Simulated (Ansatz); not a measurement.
# Zr2: the cost of one run

Program: Ansatz 0.2.0, Gaussian basis. Level of theory: def2-TZVPP, core rule «outside noble gas», up to 8 orbitals frozen. These are calculated values, not measurements.

To be run: UHF; CCSD(T) on ROHF; CCSD(T) on UHF; CCSDT(Q) on ROHF; CCSDT(Q) on UHF.

8 further runs of the same task are left out: 4 for a known fault of the program, 4 set aside as unsound or not needed.

## Step 1: The system

The geometry is a PBE0/def2-TZVP stationary point (not a proven minimum) of the parent state, kept for this charge and spin. No spin-orbit coupling is included. Elements past krypton take def2 core potentials.

2 atoms, charge 1, spin multiplicity 4.

Atoms are counted from 1 here; the program's logs count them from 0.

Bond lengths: Zr1–Zr2 2.228 Å.

## Step 2: UHF

File in.yaml:

```yaml
crystal:
  periodic: [false, false, false]
  atoms:
    - {symbol: Zr, position_ang: [0.000000, 0.000000, 0.000000]}
    - {symbol: Zr, position_ang: [0.000000, 0.000000, 2.228000]}
basis:
  gaussian: {orbitals: def2-TZVPP}
total_charge: 1
magnetization: {spin_polarized: true, initial_magnetization: 3}
hamiltonian: {xc: hf}
output: {orbitals: {seedname: orbitals}}
```

Run with:

```bash
$ ansatz run in.yaml --threads 1 --pin off --events-out ev --progress --plain --max-ram 4096MiB --backend cpu
```

What time and memory should one allow on 1 thread of AMD EPYC 7R13, shared host?

About 50 s, with a peak of 0.27 GiB.
